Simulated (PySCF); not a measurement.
**VN4H7 (V(NH)(NH2)3) at 4 levels**

We compute a comparison of 4 runs (HF/STO-3G, B3LYP/3-21G, PBE0/def2-SVP, MP2/STO-3G) of VN4H7 (V(NH)(NH2)3). 

Program for the calculation: PySCF 2.14.0.

**1. Starting point**

The species is VN4H7 (12 atoms), meant as a singlet with charge 0. As SMILES, `[NH]=[V]([NH2])([NH2])[NH2]`. Geometry: a GFN2-xTB relaxation, a rough one for these elements and not checked as a minimum. This is one conformer, not always the lowest.

Bond lengths: V1–N2 1.589 Å, V1–N4 1.772 Å, V1–N7 1.772 Å, V1–N10 1.772 Å, N2–H3 1.019 Å, N4–H5 1.018 Å, N4–H6 1.015 Å, N7–H8 1.015 Å, N7–H9 1.018 Å, N10–H11 1.015 Å, N10–H12 1.019 Å. Some angles: N2–V1–N4 107.0°, N2–V1–N7 107.1°, N2–V1–N10 106.9°, N4–V1–N7 111.9°, N4–V1–N10 111.8°, N7–V1–N10 111.9°, V1–N2–H3 179.9°, V1–N4–H5 119.3°, V1–N4–H6 131.6°, V1–N7–H8 131.6°.

**2. Energy and gradient at HF/STO-3G (run 1)**

File run.py:

```python
from pyscf import gto, scf

mol = gto.M(
    atom='''
V     -0.000756     0.005480     0.292152
N     -0.010186     0.023603     3.295399
H     -0.019937     0.036547     5.220727
N      3.204182    -0.074928    -0.674821
H      3.622888    -0.073510    -2.553285
H      4.835582    -0.126593     0.331552
N     -1.537443     2.805450    -0.711425
H     -2.323702     4.250523     0.273632
H     -1.751417     3.137002    -2.594764
N     -1.659104    -2.739290    -0.669398
H     -2.512089    -4.129448     0.338412
H     -1.848001    -3.114836    -2.548182
''',
    charge=0,
    verbose=4,
    basis='sto-3g',
    max_memory=1860,
    unit='bohr',
)

myscf = scf.RHF(mol)
myscf.conv_tol = 1e-10
myscf.kernel()
if not myscf.converged:
    myscf = myscf.newton().run(myscf.mo_coeff, myscf.mo_occ)

etot = myscf.e_tot
print('E = %.10f Eh' % etot)
grad = myscf.nuc_grad_method().kernel()
dip = myscf.dip_moment()
pop, q = myscf.mulliken_pop()
```

On the command line:

```console
OMP_NUM_THREADS=1 python run.py
```

Standard output:

```text
PySCF version 2.14.0

[... 68 lines left out ...]
converged SCF energy = -1152.29799771374
[... 12 lines left out ...]
Dipole moment(X, Y, Z, Debye): -0.00154, -0.02066, -1.65525
[... 58 lines left out ...]
charge of   11H =      0.13674
```

It took 7.2 s on 1 thread of Intel Xeon at 2.50GHz (Skylake/Cascade Lake), shared host; peak memory 0.12 GiB.

**3. Energy and forces at B3LYP/3-21G (run 2)**

File input.py:

```python
import pyscf.grad
from pyscf import gto, dft

molecule = gto.M(
    atom=[
    ('V', (-0.000400, 0.002900, 0.154600)),
    ('N', (-0.005390, 0.012490, 1.743850)),
    ('H', (-0.010550, 0.019340, 2.762690)),
    ('N', (1.695580, -0.039650, -0.357100)),
    ('H', (1.917150, -0.038900, -1.351140)),
    ('H', (2.558880, -0.066990, 0.175450)),
    ('N', (-0.813580, 1.484580, -0.376470)),
    ('H', (-1.229650, 2.249280, 0.144800)),
    ('H', (-0.926810, 1.660030, -1.373090)),
    ('N', (-0.877960, -1.449570, -0.354230)),
    ('H', (-1.329340, -2.185210, 0.179080)),
    ('H', (-0.977920, -1.648300, -1.348440)),
],
    basis='3-21g',
    max_memory=1860,
    verbose=3,
)

mf = dft.RKS(molecule, xc='b3lyp')
mf.grids.level = 5
mf.conv_tol = 1e-10
mf.kernel()
if not mf.converged:
    mf = mf.newton().run(mf.mo_coeff, mf.mo_occ)

e_tot = mf.e_tot
print('Final energy', e_tot)
grad = mf.Gradients().kernel()
dip = mf.dip_moment()
pop, q = mf.mulliken_pop()
```

On the command line:

```console
OMP_NUM_THREADS=1 python input.py
```

Standard output:

```text
converged SCF energy = -1161.51167560156
Final energy -1161.5116756015595
[... 8 lines left out ...]
Dipole moment(X, Y, Z, Debye): -0.00326, -0.02557, -1.38218
[... 90 lines left out ...]
charge of   11H =      0.27997
```

It took 54 s on 1 thread of Intel Xeon at 2.50GHz (Skylake/Cascade Lake), shared host; peak memory 0.76 GiB.

**4. Energy and forces at PBE0/def2-SVP (run 3)**

File geometry.xyz:

```xyz
12

V     -0.000400     0.002900     0.154600
N     -0.005390     0.012490     1.743850
H     -0.010550     0.019340     2.762690
N      1.695580    -0.039650    -0.357100
H      1.917150    -0.038900    -1.351140
H      2.558880    -0.066990     0.175450
N     -0.813580     1.484580    -0.376470
H     -1.229650     2.249280     0.144800
H     -0.926810     1.660030    -1.373090
N     -0.877960    -1.449570    -0.354230
H     -1.329340    -2.185210     0.179080
H     -0.977920    -1.648300    -1.348440
```

File calc.py:

```python
from pyscf import gto, dft

system = gto.M(
    atom='geometry.xyz',
    basis='def2-svp',
    verbose=4,
    max_memory=1860,
)

myscf = dft.RKS(system, xc='pbe0')
myscf.conv_tol = 1e-10
myscf.grids.level = 5
myscf.kernel()
if not myscf.converged:
    myscf = myscf.newton().run(myscf.mo_coeff, myscf.mo_occ)

e_final = myscf.e_tot
print('E(%s) = %.9f' % ('PBE0', e_final))
grad = myscf.nuc_grad_method().kernel()
dip = myscf.dip_moment()
pop, q = myscf.mulliken_pop()
```

On the command line:

```console
OMP_NUM_THREADS=1 python calc.py
```

Standard output:

```text
PySCF version 2.14.0

[... 85 lines left out ...]
converged SCF energy = -1166.51281647134
[... 13 lines left out ...]
Dipole moment(X, Y, Z, Debye): -0.00398, -0.02008, -1.09778
[... 135 lines left out ...]
charge of   11H =      0.11697
```

Wall time 2.3 min (1 thread of Intel Xeon at 2.50GHz (Skylake/Cascade Lake), shared host); peak memory 1.3 GiB.

**5. Energy and forces at MP2/STO-3G (run 4)**

File mol.xyz:

```xyz
12

V     -0.000400     0.002900     0.154600
N     -0.005390     0.012490     1.743850
H     -0.010550     0.019340     2.762690
N      1.695580    -0.039650    -0.357100
H      1.917150    -0.038900    -1.351140
H      2.558880    -0.066990     0.175450
N     -0.813580     1.484580    -0.376470
H     -1.229650     2.249280     0.144800
H     -0.926810     1.660030    -1.373090
N     -0.877960    -1.449570    -0.354230
H     -1.329340    -2.185210     0.179080
H     -0.977920    -1.648300    -1.348440
```

File job.py:

```python
import pyscf.grad
from pyscf import gto, scf, mp

molecule = gto.Mole()
molecule.atom = 'mol.xyz'
molecule.verbose = 4
molecule.basis = 'sto-3g'
molecule.max_memory = 1860
molecule.charge = 0
molecule.spin = 0
molecule.build()

mf = scf.RHF(molecule)
mf.conv_tol = 1e-10
mf.kernel()
if not mf.converged:
    mf = mf.newton().run(mf.mo_coeff, mf.mo_occ)

pt = mp.MP2(mf, frozen=9).run()
etot = pt.e_tot
print('Final energy', etot)
grad = pt.Gradients().kernel()
mf.analyze()
```

On the command line:

```console
OMP_NUM_THREADS=1 python job.py
```

Standard output:

```text
PySCF version 2.14.0

[... 87 lines left out ...]
Total Energy =                       -1152.297997683720496
[... 11 lines left out ...]
MO #5   energy= -20.3342750424085  occ= 2
[... 9 lines left out ...]
MO #15  energy= -1.01639346175671  occ= 2
[... 9 lines left out ...]
MO #25  energy= -0.345624903166142 occ= 2
[... 9 lines left out ...]
MO #35  energy= 0.520624305392337  occ= 0
[... 9 lines left out ...]
MO #45  energy= 0.979520186958751  occ= 0
[... 60 lines left out ...]
Dipole moment(X, Y, Z, Debye): -0.00154, -0.02066, -1.65525
```

Wall time 9.9 s (1 thread of Intel Xeon at 2.50GHz (Skylake/Cascade Lake), shared host); peak memory 0.18 GiB.

**6. Overview of the runs**

```
run          level  integration grid  frozen core orbitals   energy (Eh)  dipole moment (D) of the reference  HOMO energy (eV)  LUMO energy (eV)  wall time
  1      HF/STO-3G                 –                     –  -1152.297998                                1.66             -7.17              7.79      7.2 s
  2    B3LYP/3-21G                 5                     –  -1161.511676                                1.38             -5.06              0.09       54 s
  3  PBE0/def2-SVP                 5                     –  -1166.512816                                1.10             -5.73              0.02    2.3 min
  4     MP2/STO-3G                 –                     9  -1152.754986                                1.66             -7.17              7.79      9.9 s
```

**7. What came out**

```
                                          quantity           value
                               run 4: total energy  -1152.75499 Eh
       run 4: dipole moment (Hartree–Fock density)          1.66 D
        run 4: HOMO energy (Hartree–Fock orbitals)        -7.17 eV
        run 4: LUMO energy (Hartree–Fock orbitals)         7.79 eV
      run 4: HOMO–LUMO gap (Hartree–Fock orbitals)        14.96 eV
run 4: correlation energy (9 core orbitals frozen)      -457.0 mEh
                   run 4: largest force on an atom      1.845 eV/Å
```

What this shows: Over runs 1, 2, 3 the dipole moment (its size) runs from 1.10 D (PBE0/def2-SVP) to 1.66 D (HF/STO-3G). The two ends differ in method and basis. Over runs 1, 2, 3 the HOMO–LUMO gap runs from 5.15 eV (B3LYP/3-21G) to 14.96 eV (HF/STO-3G). Totals of different functionals can't be ranked against each other. In runs 1, 4 the basis is minimal, so the values are rough. All runs together took 3.5 min, the longest 2.3 min.
